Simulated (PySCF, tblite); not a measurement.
# C₅H₈O₂: Lewis adducts, NMR shifts, part 1 of 3

What do calculations give for the Lewis adducts, NMR shifts of C₅H₈O₂ (`O=C[C@H]1CCOC1`)?

Computed with tblite 0.8.0 and PySCF 2.14.0 and routines of our own; the level stands in each step. Atoms count from 0.

## (1) The system as given

15 atoms, charge 0, multiplicity 1; geometry from: start built from the parent or by distance geometry.

## (2) Optimising the geometry with GFN2-xTB

Job settings and geometry (Å):

```
{"job": {"kind": "relax", "xc": "GFN2-xTB", "basis": "xTB"}, "charge": 0, "multiplicity": 1}
O      2.601200     1.160700     0.581300
C      1.651700     0.651800    -0.054700
C      0.564700    -0.121400     0.651300
C     -0.749900     0.674900     0.569300
C     -1.323200     0.271600    -0.747900
O     -0.778000    -1.001600    -1.117600
C      0.222300    -1.359300    -0.145400
H      1.600500     0.759600    -1.123200
H      0.875000    -0.344900     1.669700
H     -1.428700     0.306000     1.387500
H     -0.644000     1.739500     0.690900
H     -1.034200     0.983800    -1.534700
H     -2.423000     0.213900    -0.729200
H      1.089500    -1.808900    -0.655600
H     -0.232700    -2.109800     0.514300
```

Run with:

```
> OMP_NUM_THREADS=1 python redox_run.py task.json out
```

One launch serves the whole session: the jobs run in the order shown.

Standard output:

```text
step      E/eV     max force
  0    -622.69106    4.181
  1    -622.74982    5.068
  2    -622.87260    0.916
  3    -622.88123    0.270
  4    -622.88654    0.314
  5    -622.89134    0.372
  6    -622.89414    0.224
  7    -622.89519    0.085
  8    -622.89615    0.160
  9    -622.89702    0.182
 10    -622.89756    0.098
 11    -622.89782    0.040
 12    -622.89806    0.077
 13    -622.89848    0.152
 14    -622.89911    0.193
 15    -622.89983    0.150
 16    -622.90048    0.071
 17    -622.90107    0.114
 18    -622.90168    0.157
 19    -622.90228    0.133
 20    -622.90280    0.065
 21    -622.90325    0.087
 22    -622.90369    0.140
 23    -622.90415    0.133
 24    -622.90459    0.069
 25    -622.90503    0.052
 26    -622.90560    0.120
 27    -622.90653    0.201
 28    -622.90802    0.242
 29    -622.90998    0.208
 30    -622.91216    0.136
 31    -622.91423    0.111
 32    -622.91505    0.275
 33    -622.91627    0.126
 34    -622.91690    0.060
 35    -622.91765    0.100
 36    -622.91793    0.098
 37    -622.91823    0.049
 38    -622.91838    0.033
 39    -622.91856    0.068
 40    -622.91881    0.099
 41    -622.91918    0.100
 42    -622.91963    0.070
 43    -622.92016    0.059
 44    -622.92087    0.112
 45    -622.92186    0.173
 46    -622.92308    0.175
 47    -622.92423    0.167
 48    -622.92491    0.181
 49    -622.92604    0.111
 50    -622.92699    0.082
 51    -622.92792    0.083
 52    -622.92890    0.106
 53    -622.93000    0.127
 54    -622.93114    0.089
 55    -622.93198    0.068
 56    -622.93190    0.167
 57    -622.93300    0.077
 58    -622.93349    0.061
 59    -622.93496    0.082
 60    -622.93613    0.124
 61    -622.93782    0.155
 62    -622.93980    0.128
 63    -622.93959    0.290
 64    -622.94306    0.126
 65    -622.94415    0.092
 66    -622.94556    0.138
 67    -622.94641    0.099
 68    -622.94717    0.080
 69    -622.94875    0.082
 70    -622.94918    0.099
 71    -622.94953    0.071
 72    -622.94987    0.034
 73    -622.95009    0.048
 74    -622.95025    0.036
 75    -622.95039    0.030
 76    -622.95055    0.023
 77    -622.95069    0.023
 78    -622.95082    0.023
 79    -622.95091    0.029
 80    -622.95100    0.030
 81    -622.95107    0.025
 82    -622.95113    0.020
 83    -622.95119    0.033
 84    -622.95124    0.024
 85    -622.95131    0.020
 86    -622.95135    0.014
 87    -622.95138    0.012
 88    -622.95140    0.016
 89    -622.95142    0.011
 90    -622.95143    0.009
```

Wall time 0.91 s (1 thread of Arm Neoverse V2, shared host).

Step by step: (not every step is listed)

```
step  energy from step 0 (eV)  largest force (eV/Å)
   0                   0.0000                4.1814
   1                  -0.0588                5.0676
   2                  -0.1815                0.9157
   3                  -0.1902                0.2695
   4                  -0.1955                0.3138
   5                  -0.2003                0.3724
   6                  -0.2031                0.2243
   7                  -0.2041                0.0848
   8                  -0.2051                0.1598
  15                  -0.2088                0.1500
  22                  -0.2126                0.1400
  29                  -0.2189                0.2078
  36                  -0.2269                0.0977
  43                  -0.2291                0.0593
  50                  -0.2359                0.0818
  57                  -0.2419                0.0766
  64                  -0.2520                0.1259
  71                  -0.2585                0.0712
  78                  -0.2598                0.0230
  85                  -0.2603                0.0203
  86                  -0.2603                0.0140
  87                  -0.2603                0.0120
  88                  -0.2603                0.0160
  89                  -0.2604                0.0110
  90                  -0.2604                0.0094
```

Close pairs (by a distance rule), those that changed most:

| bond | before (Å) | after (Å) | change (Å) |
| --- | --- | --- | --- |
| O0–C1 | 1.251 | 1.198 | -0.053 |
| C3–C4 | 1.492 | 1.539 | +0.047 |
| C2–C6 | 1.511 | 1.553 | +0.041 |
| O5–C6 | 1.440 | 1.402 | -0.038 |
| C3–H9 | 1.125 | 1.087 | -0.038 |
| C1–H7 | 1.075 | 1.108 | +0.032 |
| C4–O5 | 1.434 | 1.409 | -0.024 |
| C3–H10 | 1.077 | 1.090 | +0.014 |

The end geometry stands in the next job.

## (3) Vibrational analysis with GFN2-xTB

Job settings and geometry (Å):

```
{"job": {"kind": "ir", "xc": "GFN2-xTB", "basis": "xTB"}, "charge": 0, "multiplicity": 1}
O      2.797294     0.585205     0.966308
C      1.816083     0.574278     0.279389
C      0.512845    -0.081338     0.638444
C     -0.684531     0.853555     0.387475
C     -1.526618     0.089141    -0.649009
O     -0.621649    -0.752023    -1.326358
C      0.255636    -1.248504    -0.352442
H      1.805816     1.044092    -0.723551
H      0.561313    -0.442625     1.666507
H     -1.243985     1.053959     1.297887
H     -0.344623     1.803084    -0.027076
H     -2.000736     0.733665    -1.388639
H     -2.297880    -0.511817    -0.145226
H      1.160565    -1.593568    -0.855220
H     -0.198358    -2.091124     0.187687
```

Standard output:

```text
mode    cm-1     km/mol
  1      40.8      3.11
  2      61.5      7.62
  3     238.9     13.29
  4     323.1      0.33
  5     336.7      4.80
  6     434.1      8.01
  7     644.9      5.20
  8     719.1      4.85
  9     858.3      3.96
 10     888.7     28.13
 11     915.3      1.44
 12     970.2      1.65
 13     975.5     61.52
 14     995.4     13.65
 15    1005.1     13.68
 16    1096.8     22.10
 17    1105.3     59.43
 18    1114.1     11.13
 19    1170.5     16.12
 20    1176.2     13.05
 21    1216.4      9.13
 22    1241.0      7.79
 23    1257.1      1.65
 24    1292.7      0.84
 25    1300.1      2.94
 26    1309.7     14.25
 27    1377.2     19.03
 28    1470.3      1.02
 29    1472.2      1.70
 30    1485.1      0.59
 31    1791.9    362.32
 32    2769.4     96.36
 33    2870.1     43.86
 34    2876.1     72.82
 35    2988.7     19.24
 36    2989.8      8.87
 37    2994.8     26.99
 38    3006.0     38.09
 39    3031.8     25.16
ZPE 321.861  H(298)-E 342.265  G(298)-E 240.593 kJ/mol  S 341.01 J/(mol K)
```

It took 0.3 s on 1 thread of Arm Neoverse V2, shared host; peak memory 0.19 GiB.

The strongest bands and the atoms that carry them (share of the mass-weighted mode):

| cm⁻¹ | km/mol | atoms |
| --- | --- | --- |
| 889 | 28.1 | C1 20 %, H14 16 %, H13 13 %, H7 10 % |
| 976 | 61.5 | C4 18 %, O5 18 %, C6 17 %, H13 15 % |
| 1105 | 59.4 | O5 27 %, C4 18 %, C6 17 %, C2 10 % |
| 1792 | 362.3 | C1 59 %, O0 39 % |
| 2769 | 96.4 | H7 94 % |
| 2870 | 43.9 | H12 89 % |
| 2876 | 72.8 | H14 89 % |
| 3006 | 38.1 | H11 81 %, H10 11 % |

## (4) Optimising the geometry at PBE0-D3(BJ)/ma-def2-SVP

The job, as its differences from that of step 3:

```diff
@@ -1,2 +1,2 @@
-{"job": {"kind": "ir", "xc": "GFN2-xTB", "basis": "xTB"}, "charge": 0, "multiplicity": 1}
+{"job": {"xc": "PBE0", "basis": "ma-def2-SVP", "d3": "d3bj", "grid": 1, "kind": "geom"}, "charge": 0, "multiplicity": 1}
 O      2.797294     0.585205     0.966308
```

Standard output:

```text
step   0  E = -345.14495219  max force = 0.010650
step   1  E = -345.14603878  max force = 0.002646
step   2  E = -345.14619010  max force = 0.000772
step   3  E = -345.14631250  max force = 0.001161
step   4  E = -345.14633444  max force = 0.001281
step   5  E = -345.14622411  max force = 0.000613
step   6  E = -345.14628634  max force = 0.000324
step   7  E = -345.14630405  max force = 0.000103
step   8  E = -345.14629707  max force = 0.000100
step   9  E = -345.14629705  max force = 0.000078
step  10  E = -345.14629926  max force = 0.000053
step  11  E = -345.14630197  max force = 0.000055
optimisation converged
```

Run time: 96 s. Hardware: 1 thread of Arm Neoverse V2, shared host; peak memory 0.66 GiB.

Along the way: (the energy doesn't fall at every step)

| step | energy from step 0 (eV) | largest force component (eV/Å) |
| --- | --- | --- |
| 0 | 0.0000 | 0.5476 |
| 1 | -0.0296 | 0.1361 |
| 2 | -0.0337 | 0.0397 |
| 3 | -0.0370 | 0.0597 |
| 4 | -0.0376 | 0.0659 |
| 5 | -0.0346 | 0.0315 |
| 6 | -0.0363 | 0.0167 |
| 7 | -0.0368 | 0.0053 |
| 8 | -0.0366 | 0.0051 |
| 9 | -0.0366 | 0.0040 |
| 10 | -0.0367 | 0.0027 |
| 11 | -0.0367 | 0.0028 |

Close pairs (by a distance rule), those that changed most:

| bond | before (Å) | after (Å) | change (Å) |
| --- | --- | --- | --- |
| C1–H7 | 1.108 | 1.124 | +0.016 |
| C3–C4 | 1.539 | 1.525 | -0.014 |
| C3–H10 | 1.090 | 1.103 | +0.012 |
| C3–H9 | 1.087 | 1.099 | +0.012 |
| C6–H13 | 1.091 | 1.102 | +0.011 |
| C4–H12 | 1.100 | 1.109 | +0.009 |
| C4–H11 | 1.090 | 1.099 | +0.009 |
| C2–H8 | 1.091 | 1.099 | +0.009 |

The final coordinates are the input of the step that follows.

| at the end point | value |
| --- | --- |
| point group (found at 0.08 Å tolerance) | C1 |
| rotational constants (GHz, main isotopes) | 6.391, 1.783, 1.534 |
| dipole moment (D) | 2.37 |

## (5) Harmonic vibrations (C₅H₈O₂): PBE0-D3(BJ)/ma-def2-SVP

Job settings and geometry (Å):

```
{"job": {"xc": "PBE0", "basis": "ma-def2-SVP", "d3": "d3bj", "grid": 2, "kind": "hessian"}, "charge": 0, "multiplicity": 1}
O      2.759875     0.375873     1.204666
C      1.893997     0.373404     0.370938
C      0.508675    -0.175257     0.558846
C     -0.558947     0.920366     0.364187
C     -1.615507     0.209004    -0.473619
O     -0.875087    -0.633056    -1.320519
C      0.147460    -1.204264    -0.545264
H      2.080652     0.803580    -0.650345
H      0.451685    -0.626033     1.559877
H     -0.936483     1.312410     1.318682
H     -0.145005     1.766473    -0.208944
H     -2.223895     0.880158    -1.096034
H     -2.297055    -0.382233     0.171903
H      0.989587    -1.445320    -1.213831
H     -0.191468    -2.146796    -0.075833
```

Standard output:

```text
coarse grid: 12568 points
cycle   1  E = -344.9432607355  dE =  1.015e+00  |g| = 8.257e-01  |ddm| = 5.312e+00
cycle   2  E = -344.5261304029  dE =  4.171e-01  |g| = 1.674e+00  |ddm| = 9.732e+00
cycle   3  E = -345.0774377615  dE = -5.513e-01  |g| = 1.643e-01  |ddm| = 8.267e+00
cycle   4  E = -345.0818347786  dE = -4.397e-03  |g| = 9.121e-02  |ddm| = 3.663e-01
cycle   5  E = -345.0833773888  dE = -1.543e-03  |g| = 1.658e-02  |ddm| = 1.711e-01
cycle   6  E = -345.0834309259  dE = -5.354e-05  |g| = 6.308e-03  |ddm| = 2.991e-02
cycle   7  E = -345.0834392582  dE = -8.332e-06  |g| = 1.089e-03  |ddm| = 1.395e-02
final grid: 121432 points
cycle   8  E = -345.1462564352  dE = -9.355e-06  |g| = 1.465e-02  |ddm| = 1.068e-01
cycle   9  E = -345.1461548653  dE =  1.016e-04  |g| = 2.708e-02  |ddm| = 6.745e-02
cycle  10  E = -345.1462980518  dE = -1.432e-04  |g| = 2.831e-03  |ddm| = 5.249e-02
cycle  11  E = -345.1462996381  dE = -1.586e-06  |g| = 3.335e-04  |ddm| = 4.430e-03
cycle  12  E = -345.1462996571  dE = -1.899e-08  |g| = 1.474e-04  |ddm| = 7.624e-04
cycle  13  E = -345.1462996618  dE = -4.670e-09  |g| = 2.823e-05  |ddm| = 2.837e-04
cycle  14  E = -345.1462996619  dE = -1.780e-10  |g| = 8.509e-06  |ddm| = 8.835e-05
cycle  15  E = -345.1462996620  dE = -1.921e-11  |g| = 1.386e-06  |ddm| = 1.821e-05
converged SCF energy = -345.1462996620

mode    cm-1
  1      43.8
  2      76.8
  3     262.8
  4     321.3
  5     347.5
  6     435.8
  7     625.6
  8     736.3
  9     876.1
 10     884.5
 11     944.6
 12     969.3
 13     994.6
 14    1010.0
 15    1031.1
 16    1121.7
 17    1157.0
 18    1178.0
 19    1212.9
 20    1227.1
 21    1275.1
 22    1280.1
 23    1294.2
 24    1328.1
 25    1360.0
 26    1387.4
 27    1408.8
 28    1461.6
 29    1483.8
 30    1499.2
 31    1870.3
 32    2898.1
 33    3003.8
 34    3032.9
 35    3074.1
 36    3110.6
 37    3124.6
 38    3146.2
 39    3158.9
ZPE 332.887  H(298)-E 352.948  G(298)-E 251.901 kJ/mol  S 338.91 J/(mol K)
```

It took 9.6 min on 1 thread of Arm Neoverse V2, shared host; peak memory 2.4 GiB.

Zero-point energy 332.89 kJ/mol (xTB gave 321.86).

## (6) Single point (C₅H₈O₂): wB97X-D3(BJ)/ma-def2-SVP

Geometry: PBE0-D3(BJ)/ma-def2-SVP.

The job, as its differences from that of step 5:

```diff
@@ -1,2 +1,2 @@
-{"job": {"xc": "PBE0", "basis": "ma-def2-SVP", "d3": "d3bj", "grid": 2, "kind": "hessian"}, "charge": 0, "multiplicity": 1}
+{"job": {"kind": "sp", "xc": "wB97X", "basis": "ma-def2-SVP", "d3": "d3bj", "grid": 2}, "charge": 0, "multiplicity": 1}
 O      2.759875     0.375873     1.204666
```

Standard output:

```text
coarse grid: 12568 points
cycle   1  E = -345.4167315120  dE =  1.362e+00  |g| = 9.119e-01  |ddm| = 5.122e+00
cycle   2  E = -345.3023417316  dE =  1.144e-01  |g| = 1.268e+00  |ddm| = 4.742e+00
cycle   3  E = -345.5949600454  dE = -2.926e-01  |g| = 8.597e-02  |ddm| = 3.150e+00
cycle   4  E = -345.5961598763  dE = -1.200e-03  |g| = 5.942e-02  |ddm| = 2.512e-01
cycle   5  E = -345.5968347718  dE = -6.749e-04  |g| = 1.083e-02  |ddm| = 1.258e-01
cycle   6  E = -345.5968737384  dE = -3.897e-05  |g| = 4.026e-03  |ddm| = 4.629e-02
cycle   7  E = -345.5968796912  dE = -5.953e-06  |g| = 1.176e-03  |ddm| = 2.118e-02
final grid: 121432 points
cycle   8  E = -345.6591156516  dE = -2.244e-05  |g| = 8.230e-03  |ddm| = 5.839e-02
cycle   9  E = -345.6591092644  dE =  6.387e-06  |g| = 1.040e-02  |ddm| = 2.528e-02
cycle  10  E = -345.6591283625  dE = -1.910e-05  |g| = 5.941e-04  |ddm| = 1.673e-02
cycle  11  E = -345.6591284171  dE = -5.465e-08  |g| = 3.232e-04  |ddm| = 1.021e-03
cycle  12  E = -345.6591284383  dE = -2.115e-08  |g| = 4.353e-05  |ddm| = 1.208e-03
cycle  13  E = -345.6591284390  dE = -6.789e-10  |g| = 1.644e-05  |ddm| = 2.102e-04
converged SCF energy = -345.6591284390
```

Run time: 12 s. Hardware: 1 thread of Arm Neoverse V2, shared host; peak memory 0.91 GiB.

Orbitals, density, ELF and potential are computed afterwards from the orbital file.

Frontier orbitals at wB97X/ma-def2-SVP, with the share of their density that lies nearest to each atom:

```
orbital  energy (eV)                    lies on
   HOMO       -10.10  O0 48 %; O5 14 %; H7 11 %
   LUMO         1.31  C1 33 %; O0 27 %; H7 11 %
```

ELF in a plane through or near 4 of the atoms.

Values, 10 rows by 14 columns:
```
0.00 0.00 0.00 0.00 0.00 0.00 0.00 0.00 0.00 0.00 0.00 0.00 0.00 0.00
0.00 0.00 0.00 0.00 0.00 0.00 0.00 0.00 0.00 0.00 0.00 0.00 0.00 0.00
0.00 0.00 0.00 0.01 0.00 0.00 0.02 0.08 0.14 0.01 0.00 0.00 0.00 0.00
0.00 0.02 0.37 0.55 0.39 0.08 0.16 0.61 0.59 0.05 0.02 0.00 0.00 0.00
0.00 0.15 0.78 0.49 0.65 0.74 0.67 0.59 0.92 0.37 0.42 0.04 0.00 0.00
0.00 0.03 0.43 0.60 0.60 0.86 0.43 0.45 0.36 0.50 0.64 0.04 0.00 0.00
0.00 0.00 0.00 0.08 0.03 0.06 0.45 0.18 0.48 0.22 0.02 0.00 0.00 0.00
0.00 0.00 0.00 0.00 0.00 0.30 0.59 0.78 0.08 0.21 0.01 0.00 0.00 0.00
0.00 0.00 0.00 0.00 0.00 0.01 0.03 0.10 0.01 0.00 0.00 0.00 0.00 0.00
0.00 0.00 0.00 0.00 0.00 0.00 0.00 0.00 0.00 0.00 0.00 0.00 0.00 0.00
```
The map spans 11.1 Å across and 9.2 Å up, centred on the molecule. Atoms in the plane (x, y in Å): O0 (-3.0, 0.6), C3 (0.5, 1.0), C4 (1.7, 0.1), C6 (0.0, -1.3).

On the surface of density 0.002 e/bohr³ the electrostatic potential runs, from the 1st to the 99th percentile, from -1.62 V near O0 to 1.09 V near H13.

## (7) Geometry optimisation with GFN2-xTB

This step treats C₅H₉O₂−, `[O-]C[C@H]1CCOC1`.

Job settings and geometry (Å):

```
{"job": {"kind": "relax", "xc": "GFN2-xTB", "basis": "xTB"}, "charge": -1, "multiplicity": 1}
O      2.776100     0.369800     1.199400
C      1.883300     0.382100     0.347900
C      0.526100    -0.182900     0.562000
C     -0.561400     0.935000     0.343600
C     -1.618700     0.205200    -0.462300
O     -0.886100    -0.634800    -1.329300
C      0.147900    -1.198400    -0.556300
H      2.092100     0.812600    -0.645300
H      0.460700    -0.632900     1.558600
H     -0.945800     1.309700     1.324000
H     -0.151900     1.762500    -0.215800
H     -2.232300     0.873400    -1.096200
H     -2.308200    -0.379900     0.188500
H      0.997000    -1.447200    -1.222700
H     -0.198900    -2.129900    -0.075300
H      1.628600     1.281600     0.963900
```

Standard output:

```text
step      E/eV     max force
  0    -638.36752   14.163
  1    -640.24089    5.515
  2    -640.80898    3.498
  3    -641.50078    1.420
  4    -641.57335    1.134
  5    -641.68536    0.714
  6    -641.71345    0.552
  7    -641.74426    0.451
  8    -641.75722    0.418
  9    -641.77608    0.356
 10    -641.78973    0.386
 11    -641.80270    0.251
 12    -641.81153    0.273
 13    -641.82165    0.290
 14    -641.83610    0.402
 15    -641.85299    0.469
 16    -641.86620    0.325
 17    -641.87306    0.154
 18    -641.87612    0.118
 19    -641.87809    0.099
 20    -641.87974    0.101
 21    -641.88130    0.108
 22    -641.88298    0.112
 23    -641.88457    0.096
 24    -641.88574    0.066
 25    -641.88656    0.061
 26    -641.88740    0.070
 27    -641.88866    0.099
 28    -641.89059    0.116
 29    -641.89312    0.121
 30    -641.89588    0.154
 31    -641.89872    0.147
 32    -641.90164    0.150
 33    -641.90446    0.150
 34    -641.90707    0.128
 35    -641.90959    0.130
 36    -641.91223    0.148
 37    -641.91471    0.134
 38    -641.91461    0.428
 39    -641.91783    0.086
 40    -641.91867    0.066
 41    -641.91987    0.059
 42    -641.92039    0.058
 43    -641.92112    0.049
 44    -641.92147    0.037
 45    -641.92170    0.035
 46    -641.92193    0.039
 47    -641.92225    0.040
 48    -641.92259    0.044
 49    -641.92288    0.044
 50    -641.92313    0.037
 51    -641.92335    0.038
 52    -641.92355    0.033
 53    -641.92369    0.025
 54    -641.92378    0.021
 55    -641.92384    0.024
 56    -641.92393    0.028
 57    -641.92403    0.038
 58    -641.92416    0.031
 59    -641.92431    0.030
 60    -641.92451    0.042
 61    -641.92486    0.064
 62    -641.92547    0.092
 63    -641.92641    0.104
 64    -641.92762    0.088
 65    -641.92898    0.102
 66    -641.93040    0.094
 67    -641.93178    0.113
 68    -641.93323    0.091
 69    -641.93409    0.095
 70    -641.93465    0.091
 71    -641.93539    0.045
 72    -641.93569    0.034
 73    -641.93595    0.035
 74    -641.93617    0.037
 75    -641.93644    0.039
 76    -641.93677    0.044
 77    -641.93715    0.042
 78    -641.93755    0.052
 79    -641.93800    0.067
 80    -641.93858    0.075
 81    -641.93940    0.073
 82    -641.94042    0.063
 83    -641.94146    0.070
 84    -641.94177    0.144
 85    -641.94283    0.104
 86    -641.94358    0.065
 87    -641.94440    0.040
 88    -641.94486    0.037
 89    -641.94521    0.037
 90    -641.94542    0.039
 91    -641.94559    0.032
 92    -641.94574    0.023
 93    -641.94585    0.029
 94    -641.94589    0.015
 95    -641.94592    0.021
 96    -641.94594    0.013
 97    -641.94596    0.007
```

Wall time 0.77 s (1 thread of Arm Neoverse V2, shared host).

Along the way: (not every step is listed)

| step | energy from step 0 (eV) | largest force (eV/Å) |
| --- | --- | --- |
| 0 | 0.0000 | 14.1626 |
| 1 | -1.8734 | 5.5146 |
| 2 | -2.4415 | 3.4975 |
| 3 | -3.1333 | 1.4198 |
| 4 | -3.2058 | 1.1337 |
| 5 | -3.3178 | 0.7141 |
| 6 | -3.3459 | 0.5523 |
| 7 | -3.3767 | 0.4510 |
| 8 | -3.3897 | 0.4183 |
| 16 | -3.4987 | 0.3245 |
| 24 | -3.5182 | 0.0659 |
| 32 | -3.5341 | 0.1499 |
| 40 | -3.5512 | 0.0655 |
| 48 | -3.5551 | 0.0437 |
| 56 | -3.5564 | 0.0285 |
| 64 | -3.5601 | 0.0884 |
| 72 | -3.5682 | 0.0340 |
| 80 | -3.5711 | 0.0751 |
| 88 | -3.5773 | 0.0372 |
| 92 | -3.5782 | 0.0227 |
| 93 | -3.5783 | 0.0294 |
| 94 | -3.5784 | 0.0151 |
| 95 | -3.5784 | 0.0207 |
| 96 | -3.5784 | 0.0132 |
| 97 | -3.5784 | 0.0073 |

Close pairs (by a distance rule), those that changed most:

```csv
bond,before (Å),after (Å),change (Å)
C1–C2,1.486,1.589,+0.103
O0–C1,1.234,1.291,+0.057
C1–H7,1.102,1.157,+0.054
C2–C3,1.575,1.526,-0.048
C1–H15,1.120,1.157,+0.037
C2–C6,1.557,1.521,-0.036
O5–C6,1.409,1.437,+0.029
C3–H9,1.118,1.090,-0.028
```

The final coordinates are the input of the step that follows.

(Continued in part 2 of 3.)
